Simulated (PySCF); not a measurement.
# 1,1,1-trifluoro-2,3-epoxypropane (C₃H₃F₃O): runs on many settings, part 1 of 2

Which settings matter for 1,1,1-trifluoro-2,3-epoxypropane (C₃H₃F₃O) (`FC(F)(F)[C@@H]1CO1`)?

Programs: PySCF 2.14.0, with density-fitted response routines of our own. Each step states its level of theory. These are calculated values for one molecule in the gas phase, unless marked as measured. Atoms are numbered from 0 throughout.

## (1) The starting structure

10 atoms, charge 0, multiplicity 1; geometry from: GFN2-xTB.

Bonds of the start (Å): F0–C1 1.33, C1–F2 1.34, C1–F3 1.35, C1–C4 1.52, C4–C5 1.47, C5–O6 1.40, O6–C4 1.39, C4–H7 1.09, C5–H8 1.08, C5–H9 1.08.

## (2) Nuclear shieldings: PBE0/pcSseg-1

What the job is given:

```
{"job": {"kind": "nmr", "xc": "PBE0", "basis": "pcSseg-1"}, "charge": 0, "multiplicity": 1}
F     -1.197983     1.059307     0.959539
C     -1.202806     0.056779     0.080680
F     -2.114324     0.346086    -0.853539
F     -1.655439    -1.030627     0.731452
C      0.162964    -0.216645    -0.519223
C      1.372390     0.036577     0.269546
O      0.975256     0.878942    -0.770531
H      0.140060    -0.999910    -1.272583
H      1.276833     0.441647     1.270288
H      2.251932    -0.567502     0.081844
```

Method: GIAO PBE0/pcSseg-1 NMR shielding, non-relativistic, gas phase.

The run is started by

```bash
$ OMP_NUM_THREADS=1 python probes_run.py task.json out
```

The driver reads the jobs from task.json and runs them one after another.

Output:

```text
coarse grid: 9464 points
cycle   1  E = -490.0681111118  dE =  1.343e+00  |g| = 9.893e-01  |ddm| = 2.795e+00
cycle   2  E = -489.8309280120  dE =  2.372e-01  |g| = 1.583e+00  |ddm| = 1.400e+00
cycle   3  E = -490.2327183415  dE = -4.018e-01  |g| = 9.744e-02  |ddm| = 9.289e-01
cycle   4  E = -490.2336722448  dE = -9.539e-04  |g| = 6.689e-02  |ddm| = 8.771e-02
cycle   5  E = -490.2344166897  dE = -7.444e-04  |g| = 9.790e-03  |ddm| = 4.179e-02
cycle   6  E = -490.2344305667  dE = -1.388e-05  |g| = 3.409e-03  |ddm| = 8.043e-03
cycle   7  E = -490.2344329469  dE = -2.380e-06  |g| = 3.813e-04  |ddm| = 2.527e-03
final grid: 95760 points
cycle   8  E = -490.3046028361  dE = -3.497e-05  |g| = 1.001e-02  |ddm| = 2.092e-02
cycle   9  E = -490.3045775497  dE =  2.529e-05  |g| = 1.581e-02  |ddm| = 1.382e-02
cycle  10  E = -490.3046204228  dE = -4.287e-05  |g| = 1.031e-03  |ddm| = 8.769e-03
cycle  11  E = -490.3046206347  dE = -2.119e-07  |g| = 2.613e-04  |ddm| = 9.075e-04
cycle  12  E = -490.3046206440  dE = -9.332e-09  |g| = 1.044e-04  |ddm| = 1.937e-04
cycle  13  E = -490.3046206454  dE = -1.441e-09  |g| = 2.084e-05  |ddm| = 5.931e-05
cycle  14  E = -490.3046206455  dE = -7.765e-11  |g| = 5.851e-06  |ddm| = 1.749e-05
converged SCF energy = -490.3046206455

GIAO shielding tensors (ppm)
atom      isotropic    diamagn.    paramagn.     s11        s22        s33       span
  0 F      276.135     473.461    -197.325    188.988    285.862    353.555    164.567
  1 C       54.046     239.198    -185.152     50.095     55.469     56.576      6.481
  2 F      255.915     471.317    -215.402    166.735    258.630    342.379    175.644
  3 F      255.363     472.811    -217.448    163.895    256.882    345.312    181.417
  4 C      139.058     251.481    -112.423     90.572    137.365    189.239     98.667
  5 C      145.516     250.601    -105.085     95.761    156.711    184.077     88.316
  6 O      322.107     394.052     -71.945    166.850    379.869    419.602    252.752
  7 H       28.726      29.227      -0.501     22.626     26.986     36.565     13.938
  8 H       28.928      29.621      -0.693     23.307     27.918     35.558     12.251
  9 H       29.014      28.862       0.151     23.567     25.637     37.836     14.269
```

Wall time 14 s (1 thread of Arm Neoverse V1, shared host); peak memory 0.63 GiB.

Shifts follow as δ = σ(reference) − σ, with reference shieldings (ppm) from runs at the same level and on the same kind of geometry: 1H TMS 31.72, 13C TMS 186.9, 19F CFCl3 170.9, 17O H2O 336.1. The references are single molecules in the gas phase, so shifts against H2O, NH3, PH3, H3PO4 or CFCl3 are not on the usual liquid scales and can be off by tens of ppm. Atoms listed in one row are averaged.

| atoms | environment | σ (ppm) | δ (ppm) | δ scaled to CDCl3 |
| --- | --- | --- | --- | --- |
| C1 | CF3 carbon | 54.0 | 132.9 | 127.8 |
| C4 | epoxide ring carbon | 139.1 | 47.9 | 44.8 |
| C5 | epoxide ring carbon | 145.5 | 41.4 | 38.5 |
| H7 | hydrogen on an epoxide ring carbon | 28.73 | 2.99 | 2.93 |
| H8 | hydrogen on an epoxide ring carbon | 28.93 | 2.79 | 2.73 |
| H9 | hydrogen on an epoxide ring carbon | 29.01 | 2.70 | 2.65 |
| F0, F2, F3 | fluorine of a CF3 group | 262.5 | -91.5 | – |
| O6 | ether oxygen | 322.1 | 14.0 | – |

The scaled column applies a straight-line fit of computed shieldings to shifts measured in CDCl3, and one for carbons that bear F (root-mean-square error 0.16 ppm for H, 1.9 ppm for C).

The run also stored atomic charges by several schemes (e):

| atoms | Mulliken | IAO | Hirshfeld | ESP fit |
| --- | --- | --- | --- | --- |
| F0, F2, F3 | -0.27 | -0.28 | -0.09 | -0.17 |
| C1 | 0.85 | 0.80 | 0.26 | 0.52 |
| C4 | -0.15 | 0.01 | 0.00 | -0.16 |
| C5 | 0.05 | -0.08 | -0.01 | -0.12 |
| O6 | -0.38 | -0.37 | -0.15 | -0.21 |

Mayer bond orders: F0–C1 1.02, C1–F2 1.01, C1–F3 1.00, C1–C4 0.96, C4–C5 1.01, C5–O6 0.94, O6–C4 0.94.

Ring of atoms C4, C5, O6: NICS(0) -47.2, NICS(1) -6.4, NICS(1)zz -23.5 ppm (means of both faces).

In rings of three or four atoms NICS is ruled by the nearby σ bonds, so it says little on aromaticity.

The fields below are evaluated on a grid from the run's orbitals.

Frontier orbitals at PBE0/pcSseg-1, with the share of their density that lies nearest to each atom:

| orbital | energy (eV) | lies on |
| --- | --- | --- |
| HOMO | -8.75 | O6 70 %; H7, H8, H9 about 6 % each |
| LUMO | 1.49 | H9 36 %; H7 26 %; H8 9 % |

ELF in a plane through or near 5 of the atoms.

Values, 10 rows by 14 columns:
```
0.00 0.00 0.00 0.00 0.00 0.00 0.00 0.00 0.00 0.00 0.00 0.00 0.00 0.00
0.00 0.00 0.00 0.00 0.00 0.00 0.00 0.00 0.00 0.00 0.00 0.00 0.00 0.00
0.00 0.00 0.00 0.00 0.40 0.77 0.02 0.09 0.35 0.31 0.06 0.00 0.00 0.00
0.00 0.00 0.00 0.09 0.97 1.00 0.41 0.36 0.86 0.81 0.27 0.00 0.00 0.00
0.00 0.00 0.06 0.36 0.66 0.62 0.36 0.14 0.55 0.41 0.03 0.01 0.00 0.00
0.00 0.00 0.57 0.98 0.93 0.35 0.62 0.66 0.56 0.57 0.60 0.42 0.01 0.00
0.00 0.00 0.09 0.74 0.22 0.08 0.77 0.83 0.11 0.35 0.72 0.32 0.00 0.00
0.00 0.00 0.00 0.00 0.00 0.08 0.97 0.99 0.17 0.02 0.10 0.01 0.00 0.00
0.00 0.00 0.00 0.00 0.00 0.00 0.23 0.30 0.01 0.00 0.00 0.00 0.00 0.00
0.00 0.00 0.00 0.00 0.00 0.00 0.00 0.00 0.00 0.00 0.00 0.00 0.00 0.00
```
The map spans 9.7 Å across and 8.4 Å up, centred on the molecule. Atoms in the plane (x, y in Å): C1 (1.2, 0.1), C4 (-0.1, -0.6), C5 (-1.4, 0.2), H7 (-0.1, -1.6), H8 (-1.3, 1.3).

On the surface of density 0.002 e/bohr³ the electrostatic potential runs, from the 1st to the 99th percentile, from -1.11 V near O6 to 1.37 V near H7.

## (3) Excited states and response: PBE0/def2-SVPD

The job, as its differences from that of step 2:

```diff
@@ -1,2 +1,2 @@
-{"job": {"kind": "nmr", "xc": "PBE0", "basis": "pcSseg-1"}, "charge": 0, "multiplicity": 1}
+{"job": {"kind": "uv", "xc": "PBE0", "basis": "def2-SVPD", "nstates": 6, "ntriplets": 2}, "charge": 0, "multiplicity": 1}
 F     -1.197983     1.059307     0.959539
```

With the program's defaults for keys left out, this is: TDDFT PBE0/def2-SVPD, vertical, gas phase, core orbitals frozen in the response.

Output:

```text
coarse grid: 9464 points
cycle   1  E = -489.7814102000  dE =  1.293e+00  |g| = 9.288e-01  |ddm| = 3.970e+00
cycle   2  E = -489.5553498773  dE =  2.261e-01  |g| = 1.494e+00  |ddm| = 2.231e+00
cycle   3  E = -489.9347191525  dE = -3.794e-01  |g| = 1.080e-01  |ddm| = 1.428e+00
cycle   4  E = -489.9361648893  dE = -1.446e-03  |g| = 6.378e-02  |ddm| = 1.640e-01
cycle   5  E = -489.9368794393  dE = -7.146e-04  |g| = 1.052e-02  |ddm| = 6.448e-02
cycle   6  E = -489.9368974848  dE = -1.805e-05  |g| = 3.176e-03  |ddm| = 1.377e-02
cycle   7  E = -489.9368996021  dE = -2.117e-06  |g| = 4.631e-04  |ddm| = 3.808e-03
final grid: 95760 points
cycle   8  E = -490.0073177018  dE = -2.744e-05  |g| = 9.462e-03  |ddm| = 7.817e-02
cycle   9  E = -490.0072936302  dE =  2.407e-05  |g| = 1.501e-02  |ddm| = 2.161e-02
cycle  10  E = -490.0073342421  dE = -4.061e-05  |g| = 1.102e-03  |ddm| = 1.342e-02
cycle  11  E = -490.0073345019  dE = -2.597e-07  |g| = 2.328e-04  |ddm| = 1.361e-03
cycle  12  E = -490.0073345095  dE = -7.661e-09  |g| = 9.460e-05  |ddm| = 2.645e-04
cycle  13  E = -490.0073345109  dE = -1.405e-09  |g| = 1.995e-05  |ddm| = 8.955e-05
cycle  14  E = -490.0073345110  dE = -7.890e-11  |g| = 6.014e-06  |ddm| = 3.296e-05
converged SCF energy = -490.0073345110

Static polarisability (au): isotropic 40.833, principal 37.441 38.378 46.681

Singlet excitations
state   eV       nm        f      main configurations
  1   8.3256    148.9   0.01923   H->L 0.72, H->L+1 0.17, H->L+2 0.09
  2   8.3285    148.9   0.00659   H->L+1 0.52, H->L+4 0.25, H->L 0.10
  3   8.5561    144.9   0.02244   H->L+2 0.56, H->L 0.16, H->L+4 0.15
  4   9.0481    137.0   0.01099   H->L+3 0.43, H->L+2 0.21, H->L+4 0.19
  5   9.2744    133.7   0.00355   H-1->L 0.83, H-1->L+1 0.09
  6   9.3852    132.1   0.01339   H->L+3 0.49, H->L+4 0.36

Triplet excitations (Tamm-Dancoff, eV): 7.8609 8.0456
```

Wall time 21 s (1 thread of Arm Neoverse V1, shared host); peak memory 0.73 GiB.

The orbitals next to the gap, with their largest atomic shares:

| orbital | eV | atoms |
| --- | --- | --- |
| HOMO−3 | -12.04 | F3 36 %, F2 34 %, F0 30 % |
| HOMO−2 | -11.37 | C4 19 %, C5 15 %, F0 12 % |
| HOMO−1 | -9.88 | O6 31 %, C5 28 %, C4 28 % |
| HOMO | -8.90 | O6 65 %, C5 10 %, C4 7 % |
| LUMO | 0.70 | C5 24 %, H9 16 %, C4 13 % |
| LUMO+1 | 1.12 | O6 24 %, C4 15 %, H7 13 % |
| LUMO+2 | 1.27 | O6 25 %, C5 14 %, H9 10 % |

With each of the 6 states as a Gaussian band of 0.4 eV half-width at 1/e, the curve within the window shown has maxima at 147 nm (ε 1,800) L/(mol cm). Beyond the last state computed it falls off for lack of states. The curve at chosen wavelengths:

nm, ε (L/mol/cm) and a bar:
```
      128        395 ####
      129        529 #######
      131        794 ###########
      132        899 #############
      133        975 ###############
      134       1021 ###############
      136       1049 ################
      137       1056 ################
      138       1076 ################
      140       1196 ###################
      141       1300 ####################
      142       1425 #######################
      143       1558 #########################
      145       1780 #############################
      146       1838 ##############################
      147       1846 ##############################
      148       1800 #############################
      150       1566 #########################
      151       1397 ######################
      152       1210 ###################
      154        833 ############
      155        664 #########
      156        515 #######
      157        389 ####
      159        206 #
      160        145
```

Leading natural transition orbitals of singlet state 3: the hole lies on O6 70 %; H8, H9 about 7 % each; the particle on H8, H9 about 20 % each; O6 20 %; C5 13 %.

Leading natural transition orbitals of singlet state 1: the hole lies on O6 70 %; H8, H9 about 7 % each; the particle on H7, H9 about 25 % each; O6 18 %; H8 9 %.

Further results of this job:

| property | computed |
| --- | --- |
| dipole moment (D) | 2.51 |
| polarisability (Å³) | 6.05 |
| HOMO–LUMO gap (eV) | 9.60 |
| −ε(HOMO) (eV) | 8.90 |

## (4) Indirect couplings: B3LYP/pcSseg-1

The job, as its differences from that of step 3:

```diff
@@ -1,2 +1,2 @@
-{"job": {"kind": "uv", "xc": "PBE0", "basis": "def2-SVPD", "nstates": 6, "ntriplets": 2}, "charge": 0, "multiplicity": 1}
+{"job": {"kind": "j", "xc": "B3LYP", "basis": "pcSseg-1", "scf": {"damp": 0.1, "aux": "def2-qzvpp-jkfit"}}, "charge": 0, "multiplicity": 1}
 F     -1.197983     1.059307     0.959539
```

With the program's defaults for keys left out, this is: B3LYP/pcSseg-1 indirect spin-spin coupling, non-relativistic, gas phase.

Output:

```text
damping 0.10 in the first 6 cycles
final grid: 95760 points
cycle   1  E = -490.6130101963  dE =  1.324e+00  |g| = 1.062e+00  |ddm| = 2.800e+00
cycle   2  E = -490.4315559746  dE =  1.815e-01  |g| = 1.516e+00  |ddm| = 1.411e+00
cycle   3  E = -490.1657992242  dE =  2.658e-01  |g| = 1.996e+00  |ddm| = 1.813e+00
cycle   4  E = -489.1196388340  dE =  1.046e+00  |g| = 3.097e+00  |ddm| = 3.380e+00
cycle   5  E = -488.1423074724  dE =  9.773e-01  |g| = 4.029e+00  |ddm| = 4.028e+00
cycle   6  E = -475.7786168293  dE =  1.236e+01  |g| = 6.958e+00  |ddm| = 1.081e+01
cycle   7  E = -431.0023711167  dE =  4.478e+01  |g| = 1.445e+01  |ddm| = 1.943e+01
cycle   8  E = -482.5314413957  dE = -5.153e+01  |g| = 6.204e+00  |ddm| = 1.701e+01
cycle   9  E = -489.4492825685  dE = -6.918e+00  |g| = 2.720e+00  |ddm| = 6.105e+00
cycle  10  E = -490.5651972180  dE = -1.116e+00  |g| = 1.225e+00  |ddm| = 2.777e+00
cycle  11  E = -490.7848623249  dE = -2.197e-01  |g| = 2.984e-01  |ddm| = 7.276e-01
cycle  12  E = -490.7956648012  dE = -1.080e-02  |g| = 1.253e-01  |ddm| = 2.115e-01
cycle  13  E = -490.7986808491  dE = -3.016e-03  |g| = 5.052e-02  |ddm| = 1.063e-01
cycle  14  E = -490.7991322966  dE = -4.514e-04  |g| = 1.961e-02  |ddm| = 4.108e-02
cycle  15  E = -490.7991791096  dE = -4.681e-05  |g| = 7.055e-03  |ddm| = 1.428e-02
cycle  16  E = -490.7991861676  dE = -7.058e-06  |g| = 1.710e-03  |ddm| = 4.657e-03
cycle  17  E = -490.7991867306  dE = -5.630e-07  |g| = 2.787e-04  |ddm| = 1.233e-03
cycle  18  E = -490.7991867459  dE = -1.530e-08  |g| = 8.166e-05  |ddm| = 2.739e-04
cycle  19  E = -490.7991867471  dE = -1.141e-09  |g| = 4.696e-05  |ddm| = 8.017e-05
cycle  20  E = -490.7991867474  dE = -3.165e-10  |g| = 7.539e-06  |ddm| = 2.784e-05
converged SCF energy = -490.7991867474

Indirect spin-spin couplings (Hz)
  i      j    bonds     total        FC       PSO       DSO        SD
  0 F    1 C    1   -268.677  -239.913   -38.181     1.505     7.912
  0 F    2 F    2    121.045   112.680   -37.353    -0.265    45.982
  0 F    3 F    2    140.567   113.838   -22.706    -0.240    49.675
  0 F    4 C    2     32.268    33.263    -2.363     0.123     1.244
  0 F    5 C    3      2.867     2.943     0.105     0.094    -0.275
  0 F    6 O    3      0.254    -0.504     0.662    -0.040     0.135
  0 F    7 H    3     13.831    14.681     1.206    -2.115     0.058
  0 F    8 H    4      1.281     1.290    -1.359     1.496    -0.146
  0 F    9 H    4      0.889     1.044     1.354    -1.413    -0.096
  1 C    2 F    1   -270.121  -243.356   -36.496     1.467     8.264
  1 C    3 F    1   -268.441  -245.481   -33.683     1.466     9.258
  1 C    4 C    1     96.192    97.134    -1.415     0.472         -
  1 C    5 C    2     -0.951    -0.905    -0.113     0.067         -
  1 C    6 O    2     -2.715    -3.235     0.557    -0.038         -
  1 C    7 H    2      6.962     6.895    -0.256     0.323         -
  1 C    8 H    3      0.694     0.680    -0.264     0.279         -
  1 C    9 H    3      0.346     0.338     0.269    -0.262         -
  2 F    3 F    2    147.434   123.572   -27.855    -0.290    52.008
  2 F    4 C    2     39.358    39.630    -1.783     0.171     1.340
  2 F    5 C    3      5.826     5.981    -0.035    -0.381     0.260
  2 F    6 O    3      3.541     1.234     2.068     0.039     0.201
  2 F    7 H    3     -0.762    -1.175     0.558     0.156    -0.302
  2 F    8 H    4     -2.316    -1.321     0.622    -1.429    -0.188
  2 F    9 H    4      1.031     0.856     1.390    -1.552     0.336
  3 F    4 C    2     48.276    50.327    -2.480     0.207     0.222
  3 F    5 C    3     -0.903    -0.704    -0.321    -0.061     0.183
  3 F    6 O    3      2.414     1.921     2.559     0.213    -2.279
  3 F    7 H    3     -2.086    -2.258     0.507     0.039    -0.374
  3 F    8 H    4      0.511     0.195     0.585    -0.078    -0.191
  3 F    9 H    4      0.348     0.622     0.697    -0.839    -0.132
  4 C    5 C    1     40.077    40.498    -0.692     0.271         -
  4 C    6 O    1     21.300    20.772     0.666    -0.138         -
  4 C    7 H    1    182.900   181.649    -0.137     1.388         -
  4 C    8 H    2     -2.062    -2.141     0.266    -0.186         -
  4 C    9 H    2     -1.498    -1.558     0.276    -0.216         -
  5 C    6 O    1     19.090    18.756     0.440    -0.106         -
  5 C    7 H    2     -1.787    -1.814     0.328    -0.300         -
  5 C    8 H    1    183.412   182.320     0.039     1.053         -
  5 C    9 H    1    181.538   180.420     0.146     0.973         -
  6 O    7 H    2     -5.375    -4.706    -0.845     0.176         -
  6 O    8 H    2     -5.582    -4.981    -0.787     0.186         -
  6 O    9 H    2     -5.492    -4.854    -0.853     0.215         -
  7 H    8 H    3      0.188     0.552     2.432    -2.796         -
  7 H    9 H    3      1.772     1.830     0.183    -0.241         -
  8 H    9 H    2      3.701     3.892     2.650    -2.842         -
```

It took 18 s on 1 thread of Arm Neoverse V1, shared host; peak memory 0.63 GiB.

This basis has no tight s functions, so the Fermi-contact terms are rough.

Couplings of 1 Hz or more, nine at most for each number of bonds, with means over like pairs (isotopes 13C, 19F, 1H, 17O):

| pair | bonds | J (Hz) | Fermi contact (Hz) | dihedral (°) |
| --- | --- | --- | --- | --- |
| F0–C1 | 1 | -269.1 | -242.9 | – |
| C5–H8 | 1 | 183.4 | 182.3 | – |
| C4–H7 | 1 | 182.9 | 181.6 | – |
| C5–H9 | 1 | 181.5 | 180.4 | – |
| C1–C4 | 1 | 96.2 | 97.1 | – |
| C4–C5 | 1 | 40.1 | 40.5 | – |
| C4–O6 | 1 | 21.3 | 20.8 | – |
| C5–O6 | 1 | 19.1 | 18.8 | – |
| F0–F2 | 2 | 136.3 | 116.7 | – |
| F0–C4 | 2 | 40.0 | 41.1 | – |
| C1–H7 | 2 | 7.0 | 6.9 | – |
| O6–H8 | 2 | -5.6 | -5.0 | – |
| O6–H9 | 2 | -5.5 | -4.9 | – |
| O6–H7 | 2 | -5.4 | -4.7 | – |
| H8–H9 | 2 | 3.7 | 3.9 | – |
| C1–O6 | 2 | -2.7 | -3.2 | – |
| C4–H8 | 2 | -2.1 | -2.1 | – |
| F0–H7 | 3 | 3.7 | 3.7 | – |
| F0–C5 | 3 | 2.6 | 2.7 | – |
| F0–O6 | 3 | 2.1 | 0.9 | – |
| H7–H9 | 3 | 1.8 | 1.8 | 1 |

The spin-dipole term was solved for some atoms only; pairs without it lack that part.

The response was solved for the nuclei of C, F, H alone, so couplings that need other nuclei can be missing.

Quadrupole couplings from the field gradients of the same density:

| atom | isotope | eQq/h (MHz) | η |
| --- | --- | --- | --- |
| O6 | 17O | 13.9 | 0.06 |

Joined with the shifts from before (PBE0/pcSseg-1, unscaled), the couplings predict the line list below for 400 MHz.

1H NMR δ 2.99 (qd, J = 3.7, 1.8 Hz, 1H), 2.79 (d, J = 3.7 Hz, 1H), 2.70 (dd, J = 3.7, 1.8 Hz, 1H).

## (5) Nuclear shieldings: LC-wPBE/MINI

The job, as its differences from that of step 4:

```diff
@@ -1,2 +1,2 @@
-{"job": {"kind": "j", "xc": "B3LYP", "basis": "pcSseg-1", "scf": {"damp": 0.1, "aux": "def2-qzvpp-jkfit"}}, "charge": 0, "multiplicity": 1}
+{"job": {"kind": "nmr", "xc": "LC-wPBE", "basis": "MINI", "pop": false}, "charge": 0, "multiplicity": 1}
 F     -1.197983     1.059307     0.959539
```

With the program's defaults for keys left out, this is: GIAO LC-wPBE/MINI NMR shielding, non-relativistic, gas phase.

Output:

```text
coarse grid: 9464 points
cycle   1  E = -486.6575914348  dE =  1.917e+00  |g| = 8.502e-01  |ddm| = 4.814e+00
cycle   2  E = -486.8220914617  dE = -1.645e-01  |g| = 5.885e-01  |ddm| = 2.204e+00
cycle   3  E = -486.9176425376  dE = -9.555e-02  |g| = 5.383e-02  |ddm| = 8.683e-01
cycle   4  E = -486.9185974948  dE = -9.550e-04  |g| = 1.770e-02  |ddm| = 1.037e-01
cycle   5  E = -486.9187238405  dE = -1.263e-04  |g| = 2.332e-03  |ddm| = 3.987e-02
cycle   6  E = -486.9187266941  dE = -2.854e-06  |g| = 7.995e-04  |ddm| = 6.333e-03
final grid: 95760 points
cycle   7  E = -487.0377070255  dE = -2.420e-05  |g| = 2.327e-03  |ddm| = 1.622e-02
cycle   8  E = -487.0377087416  dE = -1.716e-06  |g| = 1.184e-03  |ddm| = 5.840e-03
cycle   9  E = -487.0377091825  dE = -4.409e-07  |g| = 1.893e-04  |ddm| = 1.861e-03
cycle  10  E = -487.0377091978  dE = -1.529e-08  |g| = 8.356e-05  |ddm| = 4.469e-04
cycle  11  E = -487.0377092006  dE = -2.836e-09  |g| = 1.188e-05  |ddm| = 1.977e-04
cycle  12  E = -487.0377092007  dE = -9.402e-11  |g| = 3.762e-06  |ddm| = 4.023e-05
converged SCF energy = -487.0377092007

GIAO shielding tensors (ppm)
atom      isotropic    diamagn.    paramagn.     s11        s22        s33       span
  0 F      369.622     455.922     -86.299    300.031    382.459    426.378    126.347
  1 C      138.908     238.300     -99.393    116.249    146.851    153.622     37.373
  2 F      354.907     456.181    -101.274    282.470    370.545    411.707    129.237
  3 F      352.856     456.301    -103.446    289.972    367.102    401.493    111.520
  4 C      198.821     236.602     -37.781    156.864    193.707    245.891     89.027
  5 C      193.467     245.047     -51.581    149.844    193.386    237.170     87.325
  6 O      368.266     375.127      -6.861    146.342    441.526    516.931    370.589
  7 H       27.882      24.742       3.139     19.666     25.415     38.563     18.897
  8 H       28.271      24.207       4.064     21.825     26.912     36.076     14.251
  9 H       28.136      26.208       1.929     21.997     23.611     38.801     16.805
```

It took 4.6 s on 1 thread of Arm Neoverse V1, shared host; peak memory 0.42 GiB.

In short: δ C1 92.3, C5 37.7, C4 32.4, F0 -93.8, H7 2.98, H9 2.72 ppm (means over like atoms).

(Continued in part 2 of 2.)
